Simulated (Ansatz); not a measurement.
Consider a check of PAW against all-electron LAPW of Sb, space group I4/mmm (Ansatz's Python interface).

Input file `sb.extxyz`:
```text
1
Lattice="-1.57654018 1.57654018 2.71193843 1.57654018 -1.57654018 2.71193843 1.57654018 1.57654018 -2.71193843" Properties=species:S:1:pos:R:3 pbc="T T T"
Sb    0.00000000    0.00000000    0.00000000
```

Script `run_paw_lapw.py`:
```python
'''PAW against all-electron LAPW for Sb.'''

from dataclasses import dataclass

import ansatz as az
import numpy as np


@dataclass
class Options:
    occupations: str = 'Marzari-Vanderbilt'
    sigma: float = 0.1
    max_scf: int = 60
    kmesh: tuple[int, ...] = (10, 10, 10)


opts = Options()


def count_gap(report):
    # lowest empty less highest filled band, counting bands; zero where they overlap
    return max(report.get('gap_by_band_count_ev') or 0.0, 0.0)


def main() -> None:
    sb = az.Crystal.from_extxyz('sb.extxyz')

    model = (
        sb.calculation()
        .functional(az.Functional.PBESOL)
        .occupations(opts.occupations, width=opts.sigma)
        .scf(max_iterations=opts.max_scf)
        .kpoints(*opts.kmesh, shift=0.5)
        .stress()
        .forces()
        .band_table()
    )
    variants = {
        'PAW': model.pseudopotentials('paw'),
        'LAPW': model.pseudopotentials('all_electron', lapw=True),
    }
    # totals differ by the cores that each treatment holds, so compare what does not depend on them
    rows = []
    for label, variant in variants.items():
        r = variant.run().report
        levels = np.array(r['eigenvalues_ev'][0]) - r['fermi_energy_ev']
        print(label, 'levels at the first k-point near E_F:', np.round(levels[np.abs(levels) < 5], 3))
        rows.append((label, r['n_electrons'], np.trace(r['stress_gpa']) / 3, count_gap(r)))
    for row in rows:
        print('; '.join(f'{name} = {round(v, 4) if isinstance(v, float) else v}' for name, v in zip(['treatment', 'electrons in bands', 'P GPa', 'gap by band count eV'], row)))


if __name__ == '__main__':
    main()
```

How well do the two treatments of the cores agree on the pressure?

PAW gives -0.908 GPa and LAPW -0.894 GPa, 0.015 GPa apart. They took 3.0 and 14.9 s of processor time.

The output:

Running `python run_paw_lapw.py` prints:
```text
DeckWarning: basis.ecutwfc = 420 eV, auto-derived from the records' recommended cutoffs: set by Sb (normal level)
PAW levels at the first k-point near E_F: [3.509 3.924 4.675]
LAPW levels at the first k-point near E_F: [3.51  3.923 4.675]
treatment = PAW; electrons in bands = 15.0; P GPa = -0.9083; gap by band count eV = 0.0
treatment = LAPW; electrons in bands = 23.0; P GPa = -0.8936; gap by band count eV = 0.0
```
(Warnings from the package without file and line.)

These settings explore the input space; cutoff and mesh may be short of convergence. The mesh is modest for a metal, so energies can be off by several to tens of meV an atom and pressures by half a GPa or more; differences at equal mesh fare better. A gap by band count of zero or less means overlapping bands, a metal, and at an odd count of electrons it is no gap at all. This isn't the structure that Sb takes at ambient conditions. Gaps and levels are Kohn-Sham values on a finite set of k-points, without spin-orbit coupling. Pressure is positive in compression; the treatments may keep other shells as core, so totals and counts of electrons can differ. Hardware and time: 19 s on 1 thread of Intel(R) Xeon(R) Platinum 8259CL CPU @ 2.50GHz (Skylake/Cascade Lake), with other jobs on the host, peak memory 0.47 GiB.
